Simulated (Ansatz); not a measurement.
**Al + FNa (NaAlF) radical: an exchange reaction of three atoms**

A grid of calculations on Al + FNa (the system Al + FNa), spin multiplicity 2, to see where the energy is lowest and how it rises around there.

Method: UKS PBE0-D4/def2-SVPD; program: Ansatz 0.2.0.

**1. The part Al radical alone, at the geometry typed**

Input file input.yaml:

```yaml
crystal:
  periodic: [false, false, false]
  atoms:
    - { symbol: Al, position_ang: [0.0, 0.0, 0.0] }
magnetization:
  spin_polarized: true
  initial_magnetization: 1
basis:
  gaussian: { orbitals: def2-SVPD }
hamiltonian:
  xc: pbe0
```

Launch:

```sh
$ ansatz run input.yaml --threads 1 --pin off --max-ram 2560MiB --backend cpu --events-out ev --progress --plain --runs-dir out
```

What it wrote:

```text
Warning: RAYON_NUM_THREADS=1 ignored (pool sized by the plan → 1); use --threads N
Engine: ansatz 0.2.0, x86_64-unknown-linux-gnu
Functional definition: PBE0
  parameter a = 0.25
  parameter kappa = 0.804
  parameter beta = 0.06672455060314922
  exchange = (1 - a)*pbe_x(kappa = kappa, mu = beta*pi^2/3) + a*exact_x
  correlation = pbe_c(beta = beta)
129 factors; integrals over basis functions are off by at most 2.3e-4 eV
mean field evaluation 1: about -6589.6072 eV, gradient 1.5e0 eV
mean field evaluation 2: about -6589.6478 eV, gradient 3.8e-1 eV
mean field evaluation 4: about -6589.6506 eV, gradient 3.4e-2 eV
mean field evaluation 8: about -6589.6507 eV, gradient 4.3e-5 eV
mean field -6589.65065056 eV, -242.1651947823 hartree, gradient 4.3e-5 eV, S^2 0.756178; 0 other end points of the search recorded, 0 dependent functions left out
reference -6589.65066965 eV, -242.1651954839 hartree; 7, 6 occupied and 17, 18 virtual orbitals, 129 factors
Total energy: -6589.65066965 eV, -242.1651954839 hartree
```

Wall time 0.23 s (1 thread of Intel Xeon Platinum 8488C (Sapphire Rapids), shared host); peak memory 0.078 GiB.

**2. Reference run: NaF, relaxed**

Input file input.yaml:

```yaml
crystal:
  periodic: [false, false, false]
  atoms:
    - { symbol: F, position_ang: [0.0, 0.0, 0.0] }
    - { symbol: Na, position_ang: [2.26, 0.0, 0.0] }
basis:
  gaussian: { orbitals: def2-SVPD }
hamiltonian:
  xc: pbe0
  dispersion: d4
output:
  forces: true
relax:
  f_tol: 0.003
  max_steps: 120
```

Launch:

```sh
$ ansatz run input.yaml --threads 1 --pin off --max-ram 2560MiB --backend cpu --events-out ev --progress --plain --runs-dir out
```

What it wrote, cut to the lines that bear on the results:

```text
Warning: RAYON_NUM_THREADS=1 ignored (pool sized by the plan → 1); use --threads N
[...]
[... 1 set-up line as earlier in the session ...]
[...]
396 factors; integrals over basis functions are off by at most 2.3e-4 eV
[...]
mean field -7124.97514224 eV, -261.8380069957 hartree, gradient 2.4e-5 eV, S^2 0.000000; 0 other end points of the search recorded, 0 dependent functions left out
[...]
reference -7124.97517220 eV, -261.8380080969 hartree; 10, 10 occupied and 31, 31 virtual orbitals, 396 factors
relax step   1: F+E_penalty+E_count = -7124.98299450 eV  Δ(F+E_penalty+E_count) = +0.000e0 eV  max|allowed force component| = 1.673e0 eV/Å  Δτ_max = 0.0000 Å  (22 SCF iters, accepted)
[...]
relax step   3: F+E_penalty+E_count = -7125.32019558 eV  Δ(F+E_penalty+E_count) = -2.037e-2 eV  max|allowed force component| = 3.595e-1 eV/Å  Δτ_max = 0.0522 Å  (22 SCF iters, accepted)
[...]
relax step   4: F+E_penalty+E_count = -7125.32561018 eV  Δ(F+E_penalty+E_count) = -5.415e-3 eV  max|allowed force component| = 2.614e-3 eV/Å  Δτ_max = 0.0153 Å  (26 SCF iters, accepted)
396 factors; integrals over basis functions are off by at most 1.3e-4 eV
mean field -7125.31798764 eV, -261.8506063317 hartree, gradient 2.9e-6 eV, S^2 0.000000; 1 other end points of the search recorded, 0 dependent functions left out
[...]
reference -7125.31802182 eV, -261.8506075878 hartree; 10, 10 occupied and 31, 31 virtual orbitals, 396 factors
Total energy: -7125.32564436 eV, -261.8508877110 hartree
Atom 0 at     0.160205    -0.000000     0.000000 Å, force    -0.002614     0.000000    -0.000000 eV/Å
Atom 1 at     2.099795     0.000000    -0.000000 Å, force     0.002614     0.000000    -0.000000 eV/Å
Dipole moment:     1.721555     0.000000     0.000000 e Å
```

Wall time 2.5 s (1 thread of Intel Xeon Platinum 8488C (Sapphire Rapids), shared host); peak memory 0.097 GiB.

Step by step:

```
step  energy from step 1 (eV)  largest force component (eV/Å)
   1                   0.0000                          1.6728
   2                  -0.3168                          0.6625
   3                  -0.3372                          0.3595
   4                  -0.3426                          0.0026
```

The bond:

```csv
bond,before (Å),after (Å),change (Å)
F1–Na2,2.260,1.940,-0.320
```

**3. Plan of the scan**

The axes are (1) distance Al1–F2: 17 values from 1.448 to 3.048 Å; (2) distance F2–Na3: 17 values from 1.808 to 3.408 Å.

Nothing else is relaxed (the angle Al1–F2–Na3 is fixed at 90 degrees). Energies count from Al far from the relaxed FNa (each part in its own basis). Points are written as (first, second).

Of the runs on the grid, 3 are shown in the steps below; the others differ only in the two coordinates.

**4. Grid point (1.801 Å, 2.255 Å)**

Input file input.yaml:

```yaml
crystal:
  periodic: [false, false, false]
  atoms:
    - { symbol: Al, position_ang: [-1.801, 0.0, 0.0] }
    - { symbol: F, position_ang: [0.0, 0.0, 0.0] }
    - { symbol: Na, position_ang: [0.0, 2.255, 0.0] }
magnetization:
  spin_polarized: true
  initial_magnetization: 1
basis:
  gaussian: { orbitals: def2-SVPD }
hamiltonian:
  xc: pbe0
  dispersion: d4
output:
  forces: true
```

Launch:

```sh
$ ansatz run input.yaml --threads 1 --pin off --max-ram 2560MiB --backend cpu --events-out ev --progress --plain --runs-dir out
```

What it wrote, cut to the lines that bear on the results:

```text
Warning: RAYON_NUM_THREADS=1 ignored (pool sized by the plan → 1); use --threads N
[...]
[... 1 set-up line as earlier in the session ...]
[...]
592 factors; integrals over basis functions are off by at most 8.2e-4 eV
[...]
mean field -13717.34290468 eV, -504.1030537980 hartree, gradient 3.2e-5 eV, S^2 0.757629; 1 other end points of the search recorded, 0 dependent functions left out
[...]
reference -13717.34293866 eV, -504.1030550469 hartree; 17, 16 occupied and 48, 49 virtual orbitals, 592 factors
Total energy: -13717.37808179 eV, -504.1043465329 hartree
Atom 0 at    -1.801000     0.000000     0.000000 Å, force     0.161083    -0.246874     0.000000 eV/Å
Atom 1 at     0.000000     0.000000     0.000000 Å, force    -0.358252     0.194578    -0.000000 eV/Å
Atom 2 at     0.000000     2.255000     0.000000 Å, force     0.197169     0.052295     0.000000 eV/Å
Dipole moment:     0.482915     0.479976    -0.000000 e Å
```

Run time: 3.3 s. Hardware: 1 thread of Intel Xeon Platinum 8488C (Sapphire Rapids), shared host; peak memory 0.15 GiB.

Energy on the map's scale: −232 kJ/mol.

**5. The run at (1.712 Å, 2.791 Å)**

Input file input.yaml:

```yaml
crystal:
  periodic: [false, false, false]
  atoms:
    - { symbol: Al, position_ang: [-1.712, 0.0, 0.0] }
    - { symbol: F, position_ang: [0.0, 0.0, 0.0] }
    - { symbol: Na, position_ang: [0.0, 2.791, 0.0] }
magnetization:
  spin_polarized: true
  initial_magnetization: 1
basis:
  gaussian: { orbitals: def2-SVPD }
hamiltonian:
  xc: pbe0
  dispersion: d4
output:
  forces: true
```

Launch:

```sh
$ ansatz run input.yaml --threads 1 --pin off --max-ram 2560MiB --backend cpu --events-out ev --progress --plain --runs-dir out
```

What it wrote, cut to the lines that bear on the results:

```text
Warning: RAYON_NUM_THREADS=1 ignored (pool sized by the plan → 1); use --threads N
[...]
[... 1 set-up line as earlier in the session ...]
[...]
592 factors; integrals over basis functions are off by at most 9.3e-4 eV
[...]
mean field -13717.25055747 eV, -504.0996601005 hartree, gradient 3.3e-5 eV, S^2 0.755726; 1 other end points of the search recorded, 0 dependent functions left out
[...]
reference -13717.25059070 eV, -504.0996613220 hartree; 17, 16 occupied and 48, 49 virtual orbitals, 592 factors
Total energy: -13717.29190793 eV, -504.1011797022 hartree
Atom 0 at    -1.712000     0.000000     0.000000 Å, force    -0.581239     0.019149     0.000000 eV/Å
Atom 1 at     0.000000     0.000000     0.000000 Å, force     0.592986     0.131163    -0.000000 eV/Å
Atom 2 at     0.000000     2.791000     0.000000 Å, force    -0.011746    -0.150312    -0.000000 eV/Å
Dipole moment:     0.308371     0.375288     0.000000 e Å
```

It took 2.9 s on 1 thread of Intel Xeon Platinum 8488C (Sapphire Rapids), shared host; peak memory 0.15 GiB.

That is −223 kJ/mol from the zero.

**6. Point (1.895 Å, 2.161 Å)**

Input file input.yaml:

```yaml
crystal:
  periodic: [false, false, false]
  atoms:
    - { symbol: Al, position_ang: [-1.895, 0.0, 0.0] }
    - { symbol: F, position_ang: [0.0, 0.0, 0.0] }
    - { symbol: Na, position_ang: [0.0, 2.161, 0.0] }
magnetization:
  spin_polarized: true
  initial_magnetization: 1
basis:
  gaussian: { orbitals: def2-SVPD }
hamiltonian:
  xc: pbe0
  dispersion: d4
output:
  forces: true
```

Launch:

```sh
$ ansatz run input.yaml --threads 1 --pin off --max-ram 2560MiB --backend cpu --events-out ev --progress --plain --runs-dir out
```

What it wrote, cut to the lines that bear on the results:

```text
Warning: RAYON_NUM_THREADS=1 ignored (pool sized by the plan → 1); use --threads N
[...]
[... 1 set-up line as earlier in the session ...]
[...]
592 factors; integrals over basis functions are off by at most 8.0e-4 eV
[...]
mean field -13717.27794895 eV, -504.1006667191 hartree, gradient 3.4e-5 eV, S^2 0.757666; 1 other end points of the search recorded, 0 dependent functions left out
[...]
reference -13717.27798385 eV, -504.1006680014 hartree; 17, 16 occupied and 48, 49 virtual orbitals, 592 factors
Total energy: -13717.31321978 eV, -504.1019628981 hartree
Atom 0 at    -1.895000     0.000000     0.000000 Å, force     0.943208    -0.240781    -0.000000 eV/Å
Atom 1 at     0.000000     0.000000     0.000000 Å, force    -1.154349     0.084687     0.000000 eV/Å
Atom 2 at     0.000000     2.161000     0.000000 Å, force     0.211142     0.156094    -0.000000 eV/Å
Dipole moment:     0.487197     0.561441    -0.000000 e Å
```

It took 2.9 s on 1 thread of Intel Xeon Platinum 8488C (Sapphire Rapids), shared host; peak memory 0.15 GiB.

Energy on the map's scale: −225 kJ/mol.

**7. The map**

289 points were computed. Energies in kJ/mol, from Al far from the relaxed FNa (each part in its own basis); the table lists every other line.

| distance F2–Na3 (Å) ↓, distance Al1–F2 (Å) → | 1.448 | 1.555 | 1.712 | 1.895 | 2.098 | 2.316 | 2.549 | 2.793 | 3.048 |
| --- | --- | --- | --- | --- | --- | --- | --- | --- | --- |
| 3.408 | −92 | −182 | −218 | −194 | −139 | −76 | −16 | 36 | 79 |
| 3.153 | −92 | −183 | −222 | −201 | −150 | −91 | −34 | 14 | 55 |
| 2.909 | −87 | −180 | −222 | −206 | −161 | −107 | −55 | −10 | 28 |
| 2.676 | −84 | −180 | −225 | −212 | −170 | −120 | −74 | −34 | −1 |
| 2.458 | −79 | −178 | −228 | −220 | −183 | −138 | −95 | −58 | −28 |
| 2.255 | −68 | −171 | −227 | −226 | −194 | −155 | −115 | −82 | −54 |
| 2.072 | −48 | −155 | −218 | −222 | −197 | −163 | −128 | −97 | −72 |
| 1.915 | −13 | −125 | −193 | −205 | −185 | −155 | −124 | −97 | −74 |
| 1.808 | 30 | −86 | −160 | −176 | −161 | −134 | −106 | −80 | −59 |

On the same grid, dipole moment (D):

```tsv
distance F2–Na3 (Å) ↓, distance Al1–F2 (Å) →	1.448	1.555	1.712	1.895	2.098	2.316	2.549	2.793	3.048
3.408	1.40	1.47	1.70	2.15	2.86	3.77	4.83	5.96	7.12
3.153	1.57	1.68	1.93	2.37	3.05	3.91	4.92	5.99	7.07
2.909	1.77	1.91	2.19	2.64	3.27	4.08	5.01	6.00	6.99
2.676	2.01	2.18	2.48	2.92	3.51	4.24	5.08	5.96	6.84
2.458	2.28	2.47	2.79	3.21	3.73	4.36	5.09	5.85	6.60
2.255	2.57	2.77	3.09	3.46	3.90	4.42	5.01	5.65	6.27
2.072	2.84	3.05	3.35	3.66	4.00	4.39	4.87	5.39	5.92
1.915	3.06	3.27	3.53	3.78	4.02	4.31	4.68	5.12	5.57
1.808	3.20	3.40	3.63	3.82	4.00	4.22	4.53	4.92	5.32
```

**8. What came out**

| quantity | value |
| --- | --- |
| lowest point | (1.801 Å, 2.255 Å), −232 kJ/mol |
| highest computed point | (3.048 Å, 3.408 Å), 310 kJ/mol above the lowest |
| dipole moment (D) | 1.40 at (1.448 Å, 3.408 Å) to 7.12 at (3.048 Å, 3.408 Å); 3.27 at the lowest point |
| time for the whole task | 20 min on 1 thread, shared host |

The lowest computed point is at (1.801 Å, 2.255 Å), −232 kJ/mol from Al far from the relaxed FNa (each part in its own basis). The highest computed point, (3.048 Å, 3.408 Å), lies 310 kJ/mol above the lowest. Round the minimum the valley is somewhat tilted: raising distance Al1–F2 shifts the best value of distance F2–Na3 downwards (coupling k₁₂/√(k₁₁k₂₂) about 0.3).
